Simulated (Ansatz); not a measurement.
# Si22GeC24: the cost of one run

Method: DFT PBE, plane waves, PAW, scalar-relativistic, no spin polarisation, in Ansatz 0.2.0.

1 further run of the same task is left out (it didn't finish).

### 1 The system as given

The cell holds 47 atoms (C24GeSi22): a = 6.162 Å, b = 5.336 Å, c = 15.125 Å, α = 90.00°, β = 90.00°, γ = 90.00°.

The coordinates stand in the first input below.

### 2 Relaxing end A

Input file input.yaml:

```yaml
crystal:
  lattice:
    - [-3.081, -5.336449, 0.0]
    - [4.6215, -2.668224, 0.0]
    - [0.0, 0.0, 15.1248]
  atoms:
    - { symbol: Si, position: [0.7547427, 0.504777, -0.0019471] }
    - { symbol: Si, position: [0.7536262, 0.5021419, 0.4968878] }
    - { symbol: Si, position: [0.4941428, 0.3348234, 0.1660504] }
    - { symbol: Si, position: [0.495039, 0.6684336, 0.6632474] }
    - { symbol: Si, position: [0.5055352, 0.6647795, 0.3338392] }
    - { symbol: Si, position: [0.4960746, 0.3362352, 0.8338094] }
    - { symbol: C, position: [0.496548, 0.3301908, 0.0416956] }
    - { symbol: C, position: [0.5019726, 0.6721456, 0.5415249] }
    - { symbol: C, position: [0.4878152, 0.6637298, 0.2086242] }
    - { symbol: C, position: [0.4982944, 0.3390306, 0.7103281] }
    - { symbol: C, position: [0.7487153, 0.5062673, 0.3744178] }
    - { symbol: C, position: [0.750614, 0.4906124, 0.8746784] }
    - { symbol: Si, position: [0.4943001, -0.0070931, -0.001617] }
    - { symbol: Si, position: [0.5049634, 0.003289, 0.4992079] }
    - { symbol: Si, position: [0.2513637, 0.8305276, 0.1620536] }
    - { symbol: Si, position: [0.2511465, 0.1694189, 0.6683501] }
    - { symbol: Si, position: [0.2482461, 0.1646171, 0.3370917] }
    - { symbol: Si, position: [0.2454302, 0.8291621, 0.831742] }
    - { symbol: C, position: [0.2517729, 0.8299879, 0.03906] }
    - { symbol: C, position: [0.2445155, 0.1663113, 0.5398447] }
    - { symbol: C, position: [0.2515561, 0.1723656, 0.2125295] }
    - { symbol: C, position: [0.247009, 0.8279597, 0.7097944] }
    - { symbol: C, position: [0.5038296, 0.0018373, 0.3753201] }
    - { symbol: C, position: [0.497143, -0.0013202, 0.8747473] }
    - { symbol: Si, position: [0.2614517, 0.5001629, 0.0007284] }
    - { symbol: Si, position: [0.2476549, 0.4948534, 0.4964743] }
    - { symbol: Si, position: [0.0010186, 0.3324982, 0.1679665] }
    - { symbol: Si, position: [0.0003178, 0.6671295, 0.6646802] }
    - { symbol: Si, position: [-0.0013146, 0.3330218, 0.8306583] }
    - { symbol: C, position: [0.0009119, 0.3427656, 0.0378857] }
    - { symbol: C, position: [0.003591, 0.6696883, 0.5429017] }
    - { symbol: C, position: [-0.0057681, 0.6704397, 0.209239] }
    - { symbol: C, position: [0.0050874, 0.329572, 0.7077974] }
    - { symbol: C, position: [0.246302, 0.5026904, 0.3752298] }
    - { symbol: C, position: [0.2569504, 0.4927301, 0.8760934] }
    - { symbol: Si, position: [0.0044231, 0.0039427, 0.0024055] }
    - { symbol: Si, position: [0.0023554, 0.0039413, 0.4972327] }
    - { symbol: Si, position: [0.7496533, 0.8265688, 0.1660608] }
    - { symbol: Si, position: [0.7460757, 0.1622637, 0.6658373] }
    - { symbol: Ge, position: [0.7556076, 0.170042, 0.3329004] }
    - { symbol: Si, position: [0.7534957, 0.8347887, 0.8319847] }
    - { symbol: C, position: [0.7501672, 0.83578, 0.040453] }
    - { symbol: C, position: [0.7481948, 0.1730403, 0.5413993] }
    - { symbol: C, position: [0.748827, 0.1610802, 0.2079755] }
    - { symbol: C, position: [0.7488608, 0.8269949, 0.708986] }
    - { symbol: C, position: [0.0013623, -0.0007359, 0.370043] }
    - { symbol: C, position: [-0.0034122, 0.0014864, 0.8745239] }
total_charge: 2
basis:
  ecutwfc: 420.0
kpoints:
  mp_grid: { grid: [2, 2, 1] }
hamiltonian:
  xc: pbe
  pseudopotentials: { kind: paw, azcp: { folder: soft_1 } }
scf:
  occupations: { method: gaussian, width: 0.02 }
  lower_state_search: "off"
relax:
  f_tol: 0.03
  max_steps: 60
  adjacent_minimum: "off"
```

Command:

```sh
ansatz run input.yaml --threads 2 --pin off --max-ram 5120MiB --backend cpu --events-out ev --progress --plain --runs-dir out
```

**Question.** How long does this run take on 2 threads of Intel Xeon 6975P-C (Granite Rapids), shared host, and how much memory does it need?

About 45 s, with a peak of 1.2 GiB.
